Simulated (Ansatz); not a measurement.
Run this with the Ansatz DFT code, driven from Python and show what comes out.

`dimer_cli.py`:
```python
import logging
import sys

import ansatz as az

logging.basicConfig(stream=sys.stdout, format="[%(levelname)s] %(message)s")
log = logging.getLogger("calc")
log.setLevel(logging.INFO)

FIRST = [
    ("I", (0.0, 0.0, -1.14)),
    ("Cl", (0.0, 0.0, 1.14)),
]
SECOND = [
    ("I", (-1.2597, -2.8206, -1.8456)),
    ("Cl", (-2.8725, -4.4284, -1.7353)),
]

def energy(atoms, ghosts=()):
    molecule = az.Crystal.molecule()
    for symbol, xyz in atoms:
        molecule = molecule.atom(symbol, xyz)
    calc = (
        molecule.calculation()
        .basis(gaussian="def2-SVP")
        .functional("r2SCAN", dispersion="d3bj")
    )
    deck = calc.input()
    if ghosts:
        deck = deck.set(az.key.basis.gaussian.ghost_atoms, [{"symbol": s, "position_ang": list(xyz)} for s, xyz in ghosts])
    return az.Session.from_dict(deck).plan().execute().report["free_energy_ev"]

both = energy(FIRST + SECOND)
alone = energy(FIRST) + energy(SECOND)
ghosted = energy(FIRST, SECOND) + energy(SECOND, FIRST)
log.info(f"dimer {both:.6f} eV")
log.info(f"interaction, uncorrected   {(both - alone):8.3f} eV")
log.info(f"interaction, counterpoise  {(both - ghosted):8.3f} eV")
log.info(f"basis-set superposition    {(alone - ghosted):8.3f} eV")
```

```console
$ python dimer_cli.py
DeckWarning: the engine holds no damping parameters fitted to this dispersion correction and functional, so the run takes those fitted to r2scan beside the three-body term, which d3bj leaves out (hamiltonian.dispersion, under Limitations)
[INFO] dimer -41242.930444 eV
[INFO] interaction, uncorrected      0.027 eV
[INFO] interaction, counterpoise     0.048 eV
[INFO] basis-set superposition       0.021 eV
```
(Warnings from the package without file and line.)

Uncorrected it is 0.027 eV, with the counterpoise correction 0.048 eV; the difference, 0.021 eV, is the superposition error. In this basis both values are repulsive.

Total energies depend on the basis set; only differences at equal settings carry meaning. The dimer is a generated trial pose of unrelaxed monomers, not a minimum, so the figure is no binding energy, and the basis set is small. def2 sets replace the cores of elements past krypton by effective core potentials. The spin state was assumed, and another may lie lower. A dispersion term here runs with damping parameters fitted for another variant or functional. Run time: 16 s on 1 thread of Arm Neoverse V1, on a shared host, peak memory 0.21 GiB.
